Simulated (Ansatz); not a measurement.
**CH4AlBO: ionisation energy by level of theory**

The task here is to estimate one member of a computed series from the others.

The runs use Ansatz 0.2.0, Gaussian basis; unrestricted cation, the program's frozen cores in correlated methods.

Levels to be run: UKS PBE-D4/def2-TZVPP; UKS r2SCAN-D4/def2-TZVPP; UKS PBE0-D4/def2-TZVPP; UKS B3LYP-D4/def2-TZVPP; UKS wB97X-V/def2-TZVPP; UKS wB97M-V/def2-TZVPP; UKS B2PLYP/def2-TZVPP; UHF-MP2/def2-TZVPP; UHF-MP2/def2-QZVPP; then −ε(HOMO) from the neutral's earlier runs with LDA (SPW92), PBE-D4, revPBE-D4, BLYP-D4, r2SCAN-D4, B97M-V, PBE0-D4, B3LYP-D4, r2SCANh-D4, r2SCAN0-D4, HSE06-D4, BHLYP-D4, CAM-B3LYP-D4, LC-ωPBE, ωB97X-V, ωB97M-V.

1 further run of the same task is left out (it didn't finish).

**Structure used throughout**

An earlier PBE0-D4 in a triple-zeta def2 set relaxation fixed the geometry.

8 atoms, charge 0, spin multiplicity 1.

Atoms are counted from 1 here; the program's logs count them from 0.

Bond lengths: B1–O2 1.354 Å, B1–Al4 2.126 Å, B1–H5 1.197 Å, O2–C3 1.471 Å, C3–Al4 2.001 Å, C3–H6 1.093 Å, C3–H7 1.093 Å, Al4–H8 1.595 Å. Angles: O2–B1–Al4 87.5°, O2–B1–H5 119.0°, Al4–B1–H5 153.4°, B1–O2–C3 113.3°, O2–C3–Al4 89.4°, O2–C3–H6 107.9°, O2–C3–H7 107.9°, Al4–C3–H6 120.6°, Al4–C3–H7 120.6°, H6–C3–H7 107.4°, B1–Al4–C3 69.7°, B1–Al4–H8 155.9°, C3–Al4–H8 134.3°.

The first run:

in.yaml reads:

```yaml
crystal:
  periodic: [false, false, false]
  atoms:
    - {symbol: B, position_ang: [-1.072297, 0.609415, -0.752521]}
    - {symbol: O, position_ang: [0.094098, 1.140208, -0.316590]}
    - {symbol: C, position_ang: [0.936028, 0.178481, 0.411142]}
    - {symbol: Al, position_ang: [-0.459077, -1.226828, 0.125185]}
    - {symbol: H, position_ang: [-1.835979, 1.303838, -1.358306]}
    - {symbol: H, position_ang: [1.122096, 0.583011, 1.409784]}
    - {symbol: H, position_ang: [1.899253, 0.118803, -0.102844]}
    - {symbol: H, position_ang: [-0.592021, -2.764029, 0.528451]}
basis:
  gaussian: {orbitals: def2-TZVPP}
total_charge: 1
magnetization: {spin_polarized: true, initial_magnetization: 1}
hamiltonian: {xc: pbe, dispersion: d4}
```

Among the steps run: Cation, UKS PBE-D4/def2-TZVPP; Cation, UKS r2SCAN-D4/def2-TZVPP; Cation, UKS PBE0-D4/def2-TZVPP; Cation, UKS B3LYP-D4/def2-TZVPP; Cation, UKS wB97X-V/def2-TZVPP; Cation, UKS wB97M-V/def2-TZVPP; Cation, UKS B2PLYP (frozen core)/def2-TZVPP; Cation, UHF-MP2/def2-TZVPP; Cation, UHF-MP2/def2-QZVPP.

One of the session's tables, all rows but one given; the rest of the session is left out.

Orbital estimates, from the neutral's runs:

| functional | −ε(HOMO) (eV) |
| --- | --- |
| LDA (SPW92) | 5.67 |
| PBE-D4 | 5.57 |
| revPBE-D4 | 5.53 |
| BLYP-D4 | 5.47 |
| r2SCAN-D4 | 5.77 |
| B97M-V | 5.82 |
| PBE0-D4 | 6.69 |
| B3LYP-D4 | 6.52 |
| r2SCANh-D4 | 6.19 |
| r2SCAN0-D4 | ? |
| HSE06-D4 | 6.29 |
| BHLYP-D4 | 7.75 |
| CAM-B3LYP-D4 | 8.02 |
| LC-ωPBE | 9.31 |
| ωB97X-V | 8.98 |
| ωB97M-V | 8.78 |

Q: Estimate the row for r2SCAN0-D4 from the others.

Worked estimate for «−ε(HOMO) (eV)». Against the share of exact exchange, r2SCAN-D4 (0, 5.77), r2SCANh-D4 (0.1, 6.19) give a slope of 4.20 per unit share; at 0.25 the line stands at 6.82.

The run gave: −ε(HOMO) (eV): 6.82. In «−ε(HOMO) (eV)» the line misses by 0.00.
